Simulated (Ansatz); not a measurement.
Here is an Ansatz 0.2.0 calculation.

input.yaml

```yaml
crystal:
  lattice:
    - [6.85877, 0.0, 0.0]
    - [0.0, 4.22865, 0.0]
    - [-3.39101, 0.0, 7.27459]
  atoms:
    - { symbol: H, position: [0.22549, 0.75, 0.5073] }
    - { symbol: H, position: [0.77451, 0.25, 0.4927] }
    - { symbol: Pb, position: [0.30229, 0.25, 0.28494] }
    - { symbol: Pb, position: [0.69771, 0.75, 0.71506] }
    - { symbol: "N", position: [0.21484, 0.75, 0.83567] }
    - { symbol: "N", position: [0.78516, 0.25, 0.16433] }
    - { symbol: O, position: [0.33078, 0.75, 0.45338] }
    - { symbol: O, position: [0.40909, 0.75, 0.86901] }
    - { symbol: O, position: [0.15508, 0.75, 0.96537] }
    - { symbol: O, position: [0.07083, 0.75, 0.66955] }
    - { symbol: O, position: [0.66922, 0.25, 0.54661] }
    - { symbol: O, position: [0.59091, 0.25, 0.13099] }
    - { symbol: O, position: [0.84492, 0.25, 0.03463] }
    - { symbol: O, position: [0.92917, 0.25, 0.33045] }
hamiltonian:
  xc: pbe
  pseudopotentials: { kind: paw }
  dispersion: d3bj
kpoints:
  mp_grid: { grid: [3, 5, 3] }
scf:
  occupations: { method: fermi_dirac, width: 0.05 }
output:
  forces: true
  stress: true
  eigenvalues: true
  write_density: true
  write_potential: true
  elf: true
  volumetric_format: npy
relax:
  f_tol: 0.01
  max_steps: 40
  cell: { stress_tol: 0.05 }
```

Potentials or basis: Ansatz PAW.

Command:

```bash
$ ansatz run input.yaml --threads 8 --pin off --max-ram 20480MiB --backend cpu --events-out ev --progress --plain --runs-dir out
```

**Question.** What does it give for the space group after relaxing (to 0.05 Å)?

**Answer.** P2_1/m (No. 11).

**Question.** Predict the relaxed cell.

**Answer.** a = 6.889 Å, b = 4.161 Å, c = 7.922 Å, α = 90.00°, β = 115.14°, γ = 90.00°.

**Question.** What does it give for the band gap on the k mesh?

**Answer.** 3.08 eV, indirect (least direct gap 3.22 eV).

Forces on the atoms (eV/Å):
```
H    0.004  0.000  0.000
H   -0.004  0.000  0.000
Pb   0.000  0.000 -0.004
Pb   0.000  0.000  0.004
N   -0.001  0.000 -0.003
N    0.001  0.000  0.003
O   -0.003  0.000 -0.003
O   -0.002  0.000  0.001
O   -0.001  0.000  0.004
O    0.005  0.000  0.001
O    0.003  0.000  0.003
O    0.002  0.000 -0.001
O    0.001  0.000 -0.004
O   -0.005  0.000 -0.001
```

Caveat: odd divisions of the mesh miss points on the zone boundary, where band edges often lie, so the gap on the mesh can be too wide; the plane-wave basis is chosen anew once the cell has moved, so the energies of steps on either side of that aren't comparable; spin-orbit coupling is left out, which as a rule narrows the gap of such compounds by several tenths of an eV. A k mesh can miss the band edges.
